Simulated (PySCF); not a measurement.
**C2H6Sn (SMILES C=[CH][SnH3]) at 3 levels**

Aim: a comparison of 3 runs (HF/def2-SVP, PBE0/def2-SVP, CAM-B3LYP/def2-SVPD) of C2H6Sn. 

The calculation is run with PySCF 2.14.0.

### 1 Starting point

C2H6Sn: 9 atoms, total charge 0, spin state singlet. SMILES: `C=[CH][SnH3]`. The shape is that of a PBE0-D4/def2-TZVP optimisation.

Bond lengths: C1–C2 1.327 Å, C2–Sn3 2.124 Å, C1–H4 1.087 Å, C1–H5 1.088 Å, C2–H6 1.088 Å, Sn3–H7 1.708 Å, Sn3–H8 1.708 Å, Sn3–H9 1.709 Å. Some angles: C1–C2–Sn3 122.6°, C1–C2–H6 118.7°, Sn3–C2–H6 118.6°, C2–C1–H4 122.3°, C2–C1–H5 121.9°, C2–Sn3–H7 110.6°, C2–Sn3–H8 107.5°, C2–Sn3–H9 110.6°, H4–C1–H5 115.8°, H7–Sn3–H8 109.9°.

### 2 Energy and forces at HF/def2-SVP (core potential) (run 1)

geometry.xyz reads:

```xyz
9

C     -0.820600     0.882900    -1.130100
C      0.134500     0.815800    -0.210600
Sn     0.550800    -0.958300     0.881400
H     -1.448200     0.031400    -1.379700
H     -1.023100     1.798200    -1.681800
H      0.728200     1.704200    -0.007400
H      2.163000    -1.459500     0.619700
H     -0.528800    -2.163400     0.335600
H      0.332800    -0.697500     2.555800
```

input.py reads:

```python
from pyscf import gto

mol = gto.M(
    atom='geometry.xyz',
    spin=0,
    basis='def2-svp',
    max_memory=1860,
    charge=0,
    verbose=4,
    ecp={'Sn': 'def2-svp'},
)

hf = mol.RHF()
hf.conv_tol = 1e-10
hf.kernel()
if not hf.converged:
    hf = hf.newton().run(hf.mo_coeff, hf.mo_occ)

energy = hf.e_tot
print('E(%s) = %.9f' % ('HF', energy))
grad = hf.nuc_grad_method().kernel()
hf.analyze()
```

On the command line:

```console
OMP_NUM_THREADS=1 python input.py
```

The log of the run:

```text
PySCF version 2.14.0

[... 82 lines left out ...]
Nuclear Repulsion Energy =             122.419513235114920
[... 12 lines left out ...]
MO #7   energy= -1.31724676000113  occ= 2
[... 10 lines left out ...]
MO #18  energy= -0.441452300163332 occ= 2
[... 10 lines left out ...]
MO #29  energy= 0.32471591735181   occ= 0
[... 10 lines left out ...]
MO #40  energy= 0.722064556035956  occ= 0
[... 10 lines left out ...]
MO #51  energy= 1.11508905464013   occ= 0
[... 10 lines left out ...]
MO #62  energy= 1.93935344982692   occ= 0
[... 10 lines left out ...]
MO #73  energy= 2.61538179310844   occ= 0
[... 10 lines left out ...]
MO #84  energy= 52.4693466552195   occ= 0
[... 96 lines left out ...]
Dipole moment(X, Y, Z, Debye): -0.18902,  0.48480, -0.36926
```

Run time: 19 s. Hardware: 1 thread of Intel Xeon at 2.50GHz (Skylake/Cascade Lake), shared host; peak memory 0.17 GiB.

### 3 Energy and gradient at PBE0/def2-SVP (core potential) (run 2)

run.py reads:

```python
import pyscf.grad
from pyscf import gto, dft

mol = gto.Mole()
mol.atom = [
    ('C', (-0.820600, 0.882900, -1.130100)),
    ('C', (0.134500, 0.815800, -0.210600)),
    ('Sn', (0.550800, -0.958300, 0.881400)),
    ('H', (-1.448200, 0.031400, -1.379700)),
    ('H', (-1.023100, 1.798200, -1.681800)),
    ('H', (0.728200, 1.704200, -0.007400)),
    ('H', (2.163000, -1.459500, 0.619700)),
    ('H', (-0.528800, -2.163400, 0.335600)),
    ('H', (0.332800, -0.697500, 2.555800)),
]
mol.ecp = {'Sn': 'def2-svp'}
mol.spin = 0
mol.verbose = 3
mol.basis = 'def2-svp'
mol.charge = 0
mol.max_memory = 1860
mol.build()

mf = dft.RKS(mol)
mf.xc = 'pbe0'
mf.grids.level = 5
mf.conv_tol = 1e-10
mf.kernel()
if not mf.converged:
    mf = mf.newton().run(mf.mo_coeff, mf.mo_occ)

e_tot = mf.e_tot
print('E(%s) = %.9f' % ('PBE0', e_tot))
grad = mf.Gradients().kernel()
dip = mf.dip_moment()
pop, q = mf.mulliken_pop()
```

On the command line:

```console
OMP_NUM_THREADS=1 python run.py
```

The log of the run:

```text
converged SCF energy = -293.894454559515
[... 9 lines left out ...]
Dipole moment(X, Y, Z, Debye): -0.15281,  0.47735, -0.33215
[... 94 lines left out ...]
charge of    8H =     -0.08856
```

Wall time 57 s (1 thread of Intel Xeon at 2.50GHz (Skylake/Cascade Lake), shared host); peak memory 0.82 GiB.

### 4 Energy and forces at CAM-B3LYP/def2-SVPD (core potential) (run 3)

run.py reads:

```python
import pyscf.grad
from pyscf import gto, dft

system = gto.Mole()
system.atom = '''
C     -0.820600     0.882900    -1.130100
C      0.134500     0.815800    -0.210600
Sn     0.550800    -0.958300     0.881400
H     -1.448200     0.031400    -1.379700
H     -1.023100     1.798200    -1.681800
H      0.728200     1.704200    -0.007400
H      2.163000    -1.459500     0.619700
H     -0.528800    -2.163400     0.335600
H      0.332800    -0.697500     2.555800
'''
system.verbose = 4
system.ecp = {'Sn': 'def2-svp'}
system.max_memory = 1860
system.charge = 0
system.spin = 0
system.basis = 'def2-svpd'
system.build()

ks = dft.RKS(system, xc='cam-b3lyp')
ks.conv_tol = 1e-10
ks.grids.level = 5
ks.kernel()
if not ks.converged:
    ks = ks.newton().run(ks.mo_coeff, ks.mo_occ)

energy = ks.e_tot
print(f'total energy: {energy:.8f} hartree')
grad = ks.Gradients().kernel()
ks.analyze()
```

On the command line:

```console
OMP_NUM_THREADS=1 python run.py
```

The log of the run:

```text
PySCF version 2.14.0

[... 101 lines left out ...]
DFT Exchange-Correlation Energy =      -30.976611732010433
[... 16 lines left out ...]
MO #15  energy= -0.524793660092476 occ= 2
[... 14 lines left out ...]
MO #30  energy= 0.127897030681494  occ= 0
[... 14 lines left out ...]
MO #45  energy= 0.300358626876505  occ= 0
[... 14 lines left out ...]
MO #60  energy= 0.484989951926156  occ= 0
[... 14 lines left out ...]
MO #75  energy= 0.822577473687502  occ= 0
[... 14 lines left out ...]
MO #90  energy= 1.53920027746239   occ= 0
[... 14 lines left out ...]
MO #105 energy= 2.07345678102145   occ= 0
[... 14 lines left out ...]
MO #120 energy= 52.3246661132531   occ= 0
[... 132 lines left out ...]
Dipole moment(X, Y, Z, Debye): -0.13280,  0.49060, -0.31860
```

Run time: 3.2 min. Hardware: 1 thread of Intel Xeon at 2.50GHz (Skylake/Cascade Lake), shared host; peak memory 1.2 GiB.

### 5 Overview of the runs

| run | level | integration grid | energy (Eh) | dipole moment (D) | HOMO energy (eV) | LUMO energy (eV) | wall time |
| --- | --- | --- | --- | --- | --- | --- | --- |
| 1 | HF/def2-SVP (core potential) | – | -292.454172 | 0.64 | -10.33 | 3.56 | 19 s |
| 2 | PBE0/def2-SVP (core potential) | 5 | -293.894455 | 0.60 | -7.87 | -0.13 | 57 s |
| 3 | CAM-B3LYP/def2-SVPD (core potential) | 5 | -293.928188 | 0.60 | -9.27 | 0.80 | 3.2 min |

### 6 Results

| quantity | value |
| --- | --- |
| run 3: total energy | -293.92819 Eh |
| run 3: dipole moment | 0.60 D |
| run 3: HOMO energy | -9.27 eV |
| run 3: LUMO energy | 0.80 eV |
| run 3: HOMO–LUMO gap | 10.07 eV |
| run 3: largest force on an atom | 0.238 eV/Å |

**Reading.** The dipole moment (its size) runs from 0.60 D (CAM-B3LYP/def2-SVPD) to 0.64 D (HF/def2-SVP). The two ends differ in method and basis. The HOMO–LUMO gap runs from 7.74 eV (PBE0/def2-SVP) to 13.89 eV (HF/def2-SVP). Exact exchange widens orbital gaps. Totals of different functionals can't be ranked against each other. All runs together took 4.5 min, the longest 3.2 min.
